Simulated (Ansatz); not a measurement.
GdO:

```
Gd O
1.0
     2.80181    0.00000    0.00000
     0.00000    2.80181    0.00000
     0.00000    0.00000    2.80181
Gd O
1 1
Direct
  0.00000 0.00000 0.00000
  0.50000 0.50000 0.50000
```

The cell comes from a database or a generator and needn't be the stable form of this composition.

Base run:

- Program: Ansatz 0.2.0
- Functional: r2SCAN
- Potentials or basis: Ansatz PAW
- Cutoff: 500 eV
- Density cutoff: 2000 eV
- k mesh: 9 × 9 × 9
- Occupations: fermi-dirac, width 0.05 eV
- Spin: collinear spin, ferromagnetic start
- Starting moments: [7.0, 0.0] μB
- Hubbard terms: Gd f U = 1 eV

Its results: band gap on the k mesh none (metal or under the smearing width); pressure 50.7 GPa; net moment 7.56 μB per cell; site moments Gd +7.14; O +0.00 μB.

Question: After a change of settings the same cell gave: band gap on the k mesh none (metal or under the smearing width); pressure 52.2 GPa; net moment 7.59 μB per cell; site moments Gd +7.17; O -0.01 μB. Which change was it?
A. functional from r2SCAN to PBE; cutoff from 500 eV to 420 eV; density cutoff from 2000 eV to 1680 eV; hubbard terms from Gd f U = 1 eV to none; hubbard projectors from ortho-atomic (the default) to none
B. hubbard terms from Gd f U = 1 eV to Gd f U = 8 eV
C. hubbard terms from Gd f U = 1 eV to Gd f U = 3 eV

Answer: C.

Caveats: the magnetic or orbital state may not be the lowest; a pressure of tens of GPa on the cell as given is suspect, and the run, the potentials or the cell itself is likely at fault; spin-orbit coupling is left out, which moves the levels of the heavy elements; a cell with one magnetic atom can't hold antiferromagnetic order, which such compounds often take; the PAW data sets come from PBE, with cores solved anew for the run's functional, which leaves a small shift of forces and pressure.

Not every run made on this cell is shown here.
